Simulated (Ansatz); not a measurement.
# BFH3OSbSi: the cost of one run

All numbers below are computed with Ansatz 0.2.0 (RKS B3LYP-D4/def2-SVP).

### Step 1. The structure to begin with

Bond lengths: F1–Sb2 2.010 Å, Sb2–B3 2.206 Å, B3–Si4 1.942 Å, Sb2–O5 2.038 Å, Si4–O5 1.782 Å, B3–H6 1.213 Å, Si4–H7 1.428 Å, Si4–H8 1.461 Å. Angles: F1–Sb2–B3 89.9°, F1–Sb2–O5 90.9°, B3–Sb2–O5 81.1°, Sb2–B3–Si4 86.8°, Sb2–B3–H6 138.9°, Si4–B3–H6 134.3°, B3–Si4–O5 95.6°, B3–Si4–H7 114.4°, B3–Si4–H8 111.2°, O5–Si4–H7 110.9°, O5–Si4–H8 108.5°, H7–Si4–H8 114.5°, Sb2–O5–Si4 96.5°.

Coordinates:

```xyz
8

F    -2.3824   -0.2187    1.0360
Sb   -1.5247    1.1521   -0.1586
B     0.4201    0.7731    0.8113
Si    0.7395   -0.5343   -0.5892
O    -0.8334   -0.3121   -1.3969
H     1.0644    1.1775    1.7556
H     1.8152   -0.2050   -1.4685
H     0.7935   -1.8897   -0.0454
```

### Step 2. End point A

Contents of input.yaml:

```yaml
crystal:
  periodic: [false, false, false]
  atoms:
    - { symbol: F, position_ang: [-2.3824, -0.2187, 1.036] }
    - { symbol: Sb, position_ang: [-1.5247, 1.1521, -0.1586] }
    - { symbol: B, position_ang: [0.4201, 0.7731, 0.8113] }
    - { symbol: Si, position_ang: [0.7395, -0.5343, -0.5892] }
    - { symbol: O, position_ang: [-0.8334, -0.3121, -1.3969] }
    - { symbol: H, position_ang: [1.0644, 1.1775, 1.7556] }
    - { symbol: H, position_ang: [1.8152, -0.205, -1.4685] }
    - { symbol: H, position_ang: [0.7935, -1.8897, -0.0454] }
basis:
  gaussian: { orbitals: def2-SVP }
hamiltonian:
  xc: b3lyp
  dispersion: d4
relax:
  f_tol: 0.02
  max_steps: 50
```

On the command line:

```console
> ansatz run input.yaml --threads 2 --pin off --max-ram 3072MiB --backend cpu --events-out ev --progress --plain --runs-dir out
```

**Question.** How long does this run take on 2 threads of AMD EPYC 9R45 (Zen 5), shared host, and how much memory does it need?

About 22 s, with a peak of 0.26 GiB.
